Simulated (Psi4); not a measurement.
**triplet ZrO2: levels of theory compared**

Aim: a comparison of 3 runs (U-wB97X/def2-TZVP, UBHLYP/def2-TZVP, UCAM-B3LYP/def2-TZVP) of triplet ZrO2. 

The results are computed with Psi4 1.11.

## 1. The structure to begin with

ZrO2 has 3 atoms, charge 0, and is taken as a triplet. As SMILES of the parent species, `[O]=[Zr]=[O]`. The coordinates come from a PBE0-D4/def2-TZVP relaxation. That shape belongs to the parent species and isn't relaxed for this state.

Bond lengths: O1–Zr2 1.761 Å, Zr2–O3 1.761 Å. Angles: O1–Zr2–O3 107.9°.

## 2. The energy at U-wB97X/def2-TZVP (core potential) (run 1)

input.in reads:

```
memory 1.6 GB

molecule {
  0 3
  O
  Zr 1 r2
  O 2 r3 1 a3

  r2 = 1.76137
  r3 = 1.761356
  a3 = 107.92594
  symmetry c1
}

set {
  basis                def2-TZVP
  reference            uks
  puream               true
  e_convergence        1e-09
  d_convergence        1e-08
  scf_type             pk
  dft_radial_points    99
  dft_spherical_points 590
  maxiter              100
}

e, wfn = energy("wb97x", return_wfn=True)
oeprop(wfn, "MAYER_INDICES", "QUADRUPOLE", "MULLIKEN_CHARGES", title="WB97X")
```

Launch:

```bash
$ psi4 -n 1 input.in input.out
```

input.out:

```text
[...]
    !!!  WARNING: ECP capability is in beta. Please check occupations closely.  !!!
[...]
  Running in c1 symmetry.
[...]
  Nuclear repulsion =   69.572842196540932
[...]
  Multiplicity = 3
[...]
  Nalpha       = 15
  Nbeta        = 13
[...]
    Number of basis functions: 102
[...]
   @UKS iter   1:  -196.99712788388973   -4.95947e-01   1.01392e-02 DIIS/ADIIS
[...]
   @UKS iter  26:  -197.46798750558622   -9.94760e-12   6.37312e-09 DIIS
[...]
   @S^2 Observed:                2.039721819E+00
[...]
    Orbital Energies [Eh]
    ---------------------
    Alpha Occupied:
       1A    -19.224520     2A    -19.224505     3A     -2.268016
       4A     -1.442446     5A     -1.420017     6A     -1.394939
       7A     -1.037930     8A     -1.018745     9A     -0.537043
      10A     -0.486539    11A     -0.478039    12A     -0.467311
      13A     -0.463733    14A     -0.448416    15A     -0.250293
    Alpha Virtual:
      16A     -0.005457    17A      0.001761    18A      0.048131
      19A      0.072996    20A      0.080825    21A      0.094761
      22A      0.097368    23A      0.120113    24A      0.167068
      25A      0.187383    26A      0.213628    27A      0.220188
[...]
  @UKS Final Energy:  -197.46798750558622
   => Energetics <=
    Nuclear Repulsion Energy =             69.5728421965409325
    One-Electron Energy =                -424.3851237171465982
    Two-Electron Energy =                 173.2411056466280570
    DFT Exchange-Correlation Energy =     -15.8968116316086192
    Empirical Dispersion Energy =           0.0000000000000000
    VV10 Nonlocal Energy =                  0.0000000000000000
    Total Energy =                       -197.4679875055862226
[...]
 Multipole Moments:
 ------------------------------------------------------------------------------------
     Multipole            Electronic (a.u.)      Nuclear  (a.u.)        Total (a.u.)
 ------------------------------------------------------------------------------------
 L = 1.  Multiply by 2.5417464519 to convert [e a0] to [Debye]
 Dipole X            :        -14.7941497           13.6995642           -1.0945855
 Dipole Y            :        -10.7632066            9.9669644           -0.7962421
 Dipole Z            :         -0.0000113            0.0000000           -0.0000113
 Magnitude           :                                                    1.3535579
 L = 2.  Multiply by 1.3450342976 to convert [e a0^2] to [Debye ang]
 Quadrupole XX       :        -90.7355270           64.0128155          -26.7227115
 Quadrupole XY       :         39.8422023          -37.7565781            2.0856242
[...]
  Mulliken Charges: (a.u.)
   Center  Symbol    Alpha    Beta     Spin     Total
       1     O     4.54750  3.92035  0.62715 -0.46785
       2    ZR     5.90505  5.15923  0.74582  0.93572
       3     O     4.54745  3.92042  0.62703 -0.46788
   Total alpha = 15.00000, Total beta = 13.00000, Total charge = -0.00000
  Mayer Bond Indices:
  Total Bond Index:
  Irrep: 1 Size: 3 x 3
[...]
```

Run time: 34 s. Hardware: 1 thread of Intel Xeon Platinum 8375C at 2.90GHz (Ice Lake), shared host; peak memory 0.72 GiB.

## 3. A single-point energy at UBHLYP/def2-TZVP (core potential) (run 2)

calc.dat reads:

```
memory 1600 MB

molecule m {
  0 3
  O
  Zr 1 1.76137
  O 2 1.761356 1 107.92594
  symmetry c1
}

set {
  basis                def2-TZVP
  reference            uks
  puream               true
  e_convergence        1e-09
  d_convergence        1e-08
  scf_type             pk
  dft_radial_points    99
  dft_spherical_points 590
  maxiter              100
}

e, wfn = energy("bhhlyp", return_wfn=True)
```

Launch:

```bash
$ psi4 -n 1 calc.dat calc.out
```

calc.out:

```text
[...]
    !!!  WARNING: ECP capability is in beta. Please check occupations closely.  !!!
[...]
  Running in c1 symmetry.
[...]
  Nuclear repulsion =   69.572842196540932
[...]
  Multiplicity = 3
[...]
  Nalpha       = 15
  Nbeta        = 13
[...]
    Number of basis functions: 102
[...]
   @UKS iter   1:  -196.95445720236160   -4.89919e-01   9.40123e-03 ADIIS/DIIS
[...]
   @UKS iter  26:  -197.35663474216625   -1.47509e-11   8.25111e-09 DIIS
[...]
   @S^2 Observed:                2.066749549E+00
[...]
    Orbital Energies [Eh]
    ---------------------
    Alpha Occupied:
       1A    -19.713181     2A    -19.713162     3A     -2.312558
       4A     -1.442666     5A     -1.414196     6A     -1.385875
       7A     -1.048099     8A     -1.027685     9A     -0.510649
      10A     -0.455148    11A     -0.444890    12A     -0.441094
      13A     -0.426496    14A     -0.416481    15A     -0.213944
    Alpha Virtual:
      16A     -0.050153    17A     -0.044347    18A      0.007626
      19A      0.034737    20A      0.035242    21A      0.052431
      22A      0.061010    23A      0.080266    24A      0.126381
      25A      0.147505    26A      0.167745    27A      0.174730
[...]
  @UKS Final Energy:  -197.35663474216625
   => Energetics <=
    Nuclear Repulsion Energy =             69.5728421965409325
    One-Electron Energy =                -424.4150055632119916
    Two-Electron Energy =                 169.4790586927692289
    DFT Exchange-Correlation Energy =     -11.9935300682644090
    Empirical Dispersion Energy =           0.0000000000000000
    VV10 Nonlocal Energy =                  0.0000000000000000
    Total Energy =                       -197.3566347421662499
[...]
 Multipole Moments:
 ------------------------------------------------------------------------------------
     Multipole            Electronic (a.u.)      Nuclear  (a.u.)        Total (a.u.)
 ------------------------------------------------------------------------------------
 L = 1.  Multiply by 2.5417464519 to convert [e a0] to [Debye]
 Dipole X            :        -14.9171823           13.6995642           -1.2176182
 Dipole Y            :        -10.8526662            9.9669644           -0.8857017
 Dipole Z            :          0.0000011            0.0000000            0.0000011
 Magnitude           :                                                    1.5056765
[...]
```

Run time: 28 s. Hardware: 1 thread of Intel Xeon Platinum 8375C at 2.90GHz (Ice Lake), shared host; peak memory 0.62 GiB.

## 4. Energy and forces at UCAM-B3LYP/def2-TZVP (core potential) (run 3)

o2zr.py reads:

```python
import psi4

psi4.set_memory(1600000000)
psi4.set_num_threads(1)
psi4.set_output_file('run.log', False)

mol = psi4.geometry("""
0 3
O      0.654500     1.252500     0.388400
Zr     0.348500    -0.481700     0.351800
O     -1.003000    -0.770800    -0.740100
symmetry c1
no_reorient
no_com
""")

psi4.set_options({
    'basis': 'def2-TZVP',
    'reference': 'uks',
    'puream': True,
    'e_convergence': 1e-09,
    'd_convergence': 1e-08,
    'scf_type': 'pk',
    'dft_radial_points': 99,
    'dft_spherical_points': 590,
    'maxiter': 100,
})

energy_value, wavefunction = psi4.gradient('cam-b3lyp', molecule=mol, return_wfn=True)
print('gradient / Eh bohr^-1')
print(energy_value.np.round(6))
print(f'energy = {wavefunction.energy():.10f} Eh')
```

Launch:

```bash
$ python o2zr.py
```

run.log:

```text
[...]
    !!!  WARNING: ECP capability is in beta. Please check occupations closely.  !!!
[...]
  Running in c1 symmetry.
[...]
  Nuclear repulsion =   69.572827701783439
[...]
  Multiplicity = 3
[...]
  Nalpha       = 15
  Nbeta        = 13
[...]
    Number of basis functions: 102
[...]
   @UKS iter   1:  -196.96478292865547   -4.32050e-01   1.04940e-02 DIIS/ADIIS
[...]
   @UKS iter  24:  -197.44241807069139   -1.67404e-11   8.94331e-09 DIIS
[...]
   @S^2 Observed:                2.033874549E+00
[...]
    Orbital Energies [Eh]
    ---------------------
    Alpha Occupied:
       1A    -19.231927     2A    -19.231917     3A     -2.226563
       4A     -1.398965     5A     -1.376188     6A     -1.351337
       7A     -0.992417     8A     -0.973855     9A     -0.497772
      10A     -0.446905    11A     -0.437637    12A     -0.430169
      13A     -0.423117    14A     -0.409608    15A     -0.228670
    Alpha Virtual:
      16A     -0.043375    17A     -0.037007    18A      0.014502
      19A      0.038083    20A      0.038941    21A      0.057191
      22A      0.064844    23A      0.084259    24A      0.129794
      25A      0.152770    26A      0.172759    27A      0.179769
[...]
  @UKS Final Energy:  -197.44241807069139
   => Energetics <=
    Nuclear Repulsion Energy =             69.5728277017834387
    One-Electron Energy =                -424.4103919165415846
    Two-Electron Energy =                 174.0502709486291906
    DFT Exchange-Correlation Energy =     -16.6551248045624618
    Empirical Dispersion Energy =           0.0000000000000000
    VV10 Nonlocal Energy =                  0.0000000000000000
    Total Energy =                       -197.4424180706913887
[...]
 Multipole Moments:
 ------------------------------------------------------------------------------------
     Multipole            Electronic (a.u.)      Nuclear  (a.u.)        Total (a.u.)
 ------------------------------------------------------------------------------------
 L = 1.  Multiply by 2.5417464519 to convert [e a0] to [Debye]
 Dipole X            :         -1.9111516            2.6342782            0.7231266
 Dipole Y            :          2.6417015           -3.6411243           -0.9994228
 Dipole Z            :         -1.9308427            2.6607344            0.7298917
 Magnitude           :                                                    1.4333527
[...]
  -Total Gradient:
     Atom            X                  Y                   Z
    ------   -----------------  -----------------  -----------------
       1       -0.005608433995    -0.043680911203     0.000830668940
       2       -0.028293928542     0.039114655763    -0.028559990265
       3        0.033907087737     0.004559705758     0.027734093149
[...]
```

The script printed:

```text
gradient / Eh bohr^-1
[[-0.005608 -0.043681  0.000831]
 [-0.028294  0.039115 -0.02856 ]
 [ 0.033907  0.00456   0.027734]]
energy = -197.4424180707 Eh
```

Wall time 46 s (1 thread of Intel Xeon Platinum 8375C at 2.90GHz (Ice Lake), shared host); peak memory 0.73 GiB.

## 5. Overview of the runs

| run | level | task | energy (Eh) | dipole moment (D) | HOMO energy (eV) | LUMO energy (eV) | wall time |
| --- | --- | --- | --- | --- | --- | --- | --- |
| 1 | U-wB97X/def2-TZVP (core potential) | energy | -197.467988 | 3.44 | -6.81 | -3.43 | 34 s |
| 2 | UBHLYP/def2-TZVP (core potential) | energy | -197.356635 | 3.83 | -5.82 | -3.89 | 28 s |
| 3 | UCAM-B3LYP/def2-TZVP (core potential) | gradient | -197.442418 | 3.64 | -6.22 | -4.37 | 46 s |

## 6. Outcome

```
                                 quantity          value
                      run 3: total energy  -197.44242 Eh
                     run 3: dipole moment         3.64 D
run 3: HOMO energy (highest over α and β)       -6.22 eV
 run 3: LUMO energy (lowest over α and β)       -4.37 eV
                              run 3: ⟨S²⟩          2.034
          run 3: largest force on an atom     2.884 eV/Å
```

What this shows: The dipole moment (its size) runs from 3.44 D (U-wB97X/def2-TZVP) to 3.83 D (UBHLYP/def2-TZVP). Totals of different functionals can't be ranked against each other. All runs together took 1.8 min, the longest 46 s.
